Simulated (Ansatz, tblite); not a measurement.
**NbSeBr3: rung by rung**

How do method and basis change the picture of NbSeBr3 (singlet)?

Program: Ansatz 0.2.0, Gaussian basis. Level of theory: as each input shows. These are calculated values, not measurements.

The runs, in order: GFN1-xTB, GFN2-xTB, PBE-D4/def2-TZVP, r2SCAN-D4/def2-TZVP, ωB97X-V/def2-TZVP, revPBE-D4/def2-TZVP, BHLYP-D4/def2-TZVP, PBE-D4/def2-SVP, PBE0-D4/def2-SVP, PBE0-D4/def2-TZVPD, PBE-D4/def2-TZVPD, ωB97X-V/def2-TZVPD, CCSD(T)/def2-SVP, MP2/def2-TZVP, RPA/def2-TZVP.

3 further runs of the same task are left out: 3 set aside as unsound or not needed.

## (1) The relaxed structure

The singlet was relaxed beforehand with PBE0-D4/def2-SVP.

5 atoms, charge 0, spin multiplicity 1.

Bond lengths: Nb1–Se2 2.250 Å, Nb1–Br3 2.414 Å, Nb1–Br4 2.414 Å, Nb1–Br5 2.414 Å. Angles: Se2–Nb1–Br3 108.1°, Se2–Nb1–Br4 108.1°, Se2–Nb1–Br5 108.1°, Br3–Nb1–Br4 110.8°, Br3–Nb1–Br5 110.8°, Br4–Nb1–Br5 110.8°.

Formally the metal is d0. Nb takes a core potential in the def2 sets. No spin-orbit coupling is included.

PBE0-D4/def2-TZVP was run before; its log isn't repeated, and its numbers join the tables.

## (2) GFN1-xTB

Tight binding, by tblite at 300 K electronic temperature and without a spin-polarisation term:

```python
tblite.interface.Calculator('GFN1-xTB', numbers, positions, charge=0, uhf=0).singlepoint()
```

Energy -463.5787 eV, HOMO -10.96 eV, LUMO -9.29 eV; 0.009 s.

## (3) GFN2-xTB

Tight binding, by tblite at 300 K electronic temperature and without a spin-polarisation term:

```python
tblite.interface.Calculator('GFN2-xTB', numbers, positions, charge=0, uhf=0).singlepoint()
```

Energy -477.5088 eV, HOMO -11.70 eV, LUMO -9.66 eV; 0.011 s.

## (4) PBE-D4/def2-TZVP

start.molden holds the orbitals of an earlier run on this state, given as this run's starting guess.

in.yaml

```yaml
crystal:
  periodic: [false, false, false]
  atoms:
    - {symbol: Nb, position_ang: [-0.000023, 0.000002, -0.000960]}
    - {symbol: Se, position_ang: [0.011570, -0.014688, 2.249373]}
    - {symbol: Br, position_ang: [2.291426, 0.010192, -0.761058]}
    - {symbol: Br, position_ang: [-1.155996, 1.989938, -0.730678]}
    - {symbol: Br, position_ang: [-1.146977, -1.985445, -0.756677]}
basis:
  gaussian: {orbitals: def2-TZVP, initial_orbitals: start.molden}
hamiltonian: {xc: pbe, dispersion: d4}
scf: {omitted_lower_state_checks: [starts]}
output: {forces: true, orbitals: {seedname: orbitals}}
```

Launch:

```sh
$ ansatz run in.yaml --threads 2 --pin off --events-out ev --progress --plain --max-ram 32768MiB --backend cpu
```

After this run come: r2SCAN-D4/def2-TZVP; ωB97X-V/def2-TZVP; revPBE-D4/def2-TZVP; BHLYP-D4/def2-TZVP; PBE-D4/def2-SVP; PBE0-D4/def2-SVP; PBE0-D4/def2-TZVPD; PBE-D4/def2-TZVPD; ωB97X-V/def2-TZVPD; CCSD(T)/def2-SVP; MP2/def2-TZVP; RPA/def2-TZVP.

Before running them: what should the planned runs give, taken together? Wanted: gap in def2-TZVP, named functionals, smallest and largest; correlation energy, CCSD(T)/def2-SVP; correlation energy, MP2/def2-TZVP; binding an atom, functionals in def2-TZVP; PBE0 total energy, smallest basis above largest.

As calculated:

```
                                                 quantity                                value
gap in def2-TZVP, named functionals, smallest and largest  2.68 eV (PBE-D4), 8.47 eV (ωB97X-V)
                     correlation energy, CCSD(T)/def2-SVP                            -35.18 eV
                        correlation energy, MP2/def2-TZVP                            -41.70 eV
                binding an atom, functionals in def2-TZVP  3.16 (BHLYP-D4) to 3.64 eV (PBE-D4)
          PBE0 total energy, smallest basis above largest      33.89 eV (def2-SVP, def2-TZVPD)
```

**Reading.** Orbital gaps of the named functionals in def2-TZVP span 2.68 eV (PBE-D4) to 8.47 eV (ωB97X-V); exact exchange widens it. Notes on CCSD(T)/def2-SVP and its Hartree-Fock reference, which MP2 shares: restricted state is unstable towards broken spin symmetry.
